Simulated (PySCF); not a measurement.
**CH3BF3Ge+ (SMILES [CH3][Ge+]([F])[B](F)F): levels of theory compared**

We compute a comparison of 6 runs (B3LYP/def2-SVP, BLYP/def2-SVP, TPSS/def2-SVP, r2SCAN/def2-SVP, revPBE/def2-SVP, CCSD(T)/def2-SVP) of CH3BF3Ge+. 

Program for the calculation: PySCF 2.14.0.

1 further run of the same task is left out (set aside as unsound or not needed).

**1. The system as given**

CH3BF3Ge+: 9 atoms, total charge +1, spin state singlet. SMILES: `[CH3][Ge+]([F])[B](F)F`. Geometry: a GFN2-xTB relaxation, a rough one for these elements and not checked as a minimum.

Bond lengths: C1–Ge2 2.003 Å, Ge2–F3 1.729 Å, Ge2–B4 2.228 Å, B4–F5 1.274 Å, B4–F6 1.276 Å, C1–H7 1.092 Å, C1–H8 1.097 Å, C1–H9 1.097 Å. Some angles: C1–Ge2–F3 103.8°, C1–Ge2–B4 154.9°, F3–Ge2–B4 101.3°, Ge2–B4–F5 115.3°, Ge2–B4–F6 119.5°, F5–B4–F6 125.2°, Ge2–C1–H7 111.8°, Ge2–C1–H8 107.1°, Ge2–C1–H9 107.2°, H7–C1–H8 110.9°.

**2. The energy at B3LYP/def2-SVP (run 1)**

The input, job.py:

```python
# [CH3][Ge+]([F])[B](F)F
from pyscf import gto, dft

system = gto.M(
    atom='''
C       -1.827570      -0.232630      -0.019740
Ge       0.127990       0.202360      -0.000590
F        0.165210       1.931220      -0.020140
B        2.303130      -0.280720       0.029180
F        3.084040       0.724700       0.087070
F        2.676590      -1.500590      -0.012720
H       -2.003290      -1.308940      -0.075000
H       -2.263930       0.280640      -0.885140
H       -2.262170       0.183950       0.897070
''',
    basis='def2-svp',
    verbose=3,
    spin=0,
    max_memory=1860,
    charge=1,
)

mf = dft.RKS(system, xc='b3lyp')
mf.grids.level = 5
mf.conv_tol = 1e-10
mf.kernel()
if not mf.converged:
    mf = mf.newton().run(mf.mo_coeff, mf.mo_occ)

etot = mf.e_tot
print('E(%s) = %.9f' % ('B3LYP', etot))
```

Launch:

```bash
$ OMP_NUM_THREADS=1 python job.py
```

Log:

```text
converged SCF energy = -2440.63894748793
E(B3LYP) = -2440.638947488
```

Run time: 26 s. Hardware: 1 thread of Intel Xeon 6975P-C (Granite Rapids), shared host; peak memory 0.66 GiB.

**3. The energy at BLYP/def2-SVP (run 2)**

The input, input.py:

```python
from pyscf import gto, dft

molecule = gto.M(
    atom='''
C     -1.827570    -0.232630    -0.019740
Ge     0.127990     0.202360    -0.000590
F      0.165210     1.931220    -0.020140
B      2.303130    -0.280720     0.029180
F      3.084040     0.724700     0.087070
F      2.676590    -1.500590    -0.012720
H     -2.003290    -1.308940    -0.075000
H     -2.263930     0.280640    -0.885140
H     -2.262170     0.183950     0.897070
''',
    charge=1,
    max_memory=1860,
    basis='def2-svp',
    verbose=4,
)

mf = dft.RKS(molecule)
mf.xc = 'blyp'
mf.conv_tol = 1e-10
mf.grids.level = 5
mf.kernel()
if not mf.converged:
    mf = mf.newton().run(mf.mo_coeff, mf.mo_occ)

e_final = mf.e_tot
print('E(%s) = %.9f' % ('BLYP', e_final))
```

Launch:

```bash
$ OMP_NUM_THREADS=1 python input.py
```

Log:

```text
PySCF version 2.14.0

[... 85 lines left out ...]
converged SCF energy = -2440.59974912185
E(BLYP) = -2440.599749122
```

It took 28 s on 1 thread of Intel Xeon 6975P-C (Granite Rapids), shared host; peak memory 0.67 GiB.

Run 3 isn't shown in full; the table further down has it.

**4. The energy at r2SCAN/def2-SVP (run 4)**

The input, run.py:

```python
from pyscf import gto, dft

molecule = gto.M(
    atom='''
C     -3.453607    -0.439607    -0.037303
Ge     0.241866     0.382405    -0.001115
F      0.312202     3.649477    -0.038059
B      4.352285    -0.530484     0.055142
F      5.827991     1.369485     0.164538
F      5.058022    -2.835704    -0.024037
H     -3.785669    -2.473538    -0.141729
H     -4.278208     0.530333    -1.672672
H     -4.274882     0.347615     1.695217
''',
    verbose=3,
    max_memory=1860,
    unit='bohr',
    charge=1,
    basis='def2-svp',
)

mf = dft.RKS(molecule, xc='r2scan')
mf.conv_tol = 1e-10
mf.grids.level = 5
mf.kernel()
if not mf.converged:
    mf = mf.newton().run(mf.mo_coeff, mf.mo_occ)

energy = mf.e_tot
print('Final energy', energy)
```

Launch:

```bash
$ OMP_NUM_THREADS=1 python run.py
```

Log:

```text
converged SCF energy = -2440.41670039925
Final energy -2440.416700399248
```

Wall time 44 s (1 thread of Intel Xeon 6975P-C (Granite Rapids), shared host); peak memory 0.67 GiB.

Run 5 isn't shown in full; the table further down has it.

**5. A single-point energy at CCSD(T)/def2-SVP (run 6)**

The input, calc.py:

```python
from pyscf import gto, cc

system = gto.Mole()
system.atom = '''
C     -1.827570    -0.232630    -0.019740
Ge     0.127990     0.202360    -0.000590
F      0.165210     1.931220    -0.020140
B      2.303130    -0.280720     0.029180
F      3.084040     0.724700     0.087070
F      2.676590    -1.500590    -0.012720
H     -2.003290    -1.308940    -0.075000
H     -2.263930     0.280640    -0.885140
H     -2.262170     0.183950     0.897070
'''
system.verbose = 4
system.max_memory = 1860
system.charge = 1
system.spin = 0
system.basis = 'def2-svp'
system.build()

mf = system.RHF()
mf.conv_tol = 1e-10
mf.kernel()
if not mf.converged:
    mf = mf.newton().run(mf.mo_coeff, mf.mo_occ)

mycc = cc.CCSD(mf, frozen=14)
mycc.kernel()
e_t = mycc.ccsd_t()
energy = mycc.e_tot + e_t
print(f'total energy: {energy:.8f} hartree')
```

Launch:

```bash
$ OMP_NUM_THREADS=1 python calc.py
```

Log:

```text
PySCF version 2.14.0

[... 65 lines left out ...]
converged SCF energy = -2437.28887967633
[... 12 lines left out ...]
Init t2, MP2 energy = -2438.26745926567  E_corr(MP2) -0.978579589343391
[... 14 lines left out ...]
CCSD converged
[... 2 lines left out ...]
total energy: -2438.31145618 hartree
```

Run time: 1.9 min. Hardware: 1 thread of Intel Xeon 6975P-C (Granite Rapids), shared host; peak memory 1.2 GiB.

**6. The series**

```
run             level  integration grid  frozen core orbitals   energy (Eh)  HOMO energy (eV)  LUMO energy (eV)  HOMO–LUMO gap (eV)  wall time
  1    B3LYP/def2-SVP                 5                     –  -2440.638947            -14.51             -9.29                5.22       26 s
  2     BLYP/def2-SVP                 5                     –  -2440.599749            -13.19             -9.69                3.50       28 s
  3     TPSS/def2-SVP                 5                     –  -2440.603293            -13.46             -9.73                3.73       44 s
  4   r2SCAN/def2-SVP                 5                     –  -2440.416700            -13.75             -9.76                3.99       44 s
  5   revPBE/def2-SVP                 5                     –  -2440.315906            -13.30             -9.70                3.60       27 s
  6  CCSD(T)/def2-SVP                 –                    14  -2438.311456            -17.93             -5.94               11.99    1.9 min
```

**7. Summary of results**

| quantity | value |
| --- | --- |
| run 6: total energy | -2438.31146 Eh |
| run 6: HOMO energy (Hartree–Fock orbitals) | -17.93 eV |
| run 6: LUMO energy (Hartree–Fock orbitals) | -5.94 eV |
| run 6: HOMO–LUMO gap (Hartree–Fock orbitals) | 11.99 eV |
| run 6: correlation energy (14 core orbitals frozen) | -1022.6 mEh |
| run 6: (T) correction | -24.28 mEh |
| run 6: T1 diagnostic | 0.016 |

What this shows: Over runs 1, 2, 3, 4, 5 the HOMO–LUMO gap runs from 3.50 eV (BLYP/def2-SVP) to 5.22 eV (B3LYP/def2-SVP). Totals of different functionals can't be ranked against each other. All runs together took 4.7 min, the longest 1.9 min.
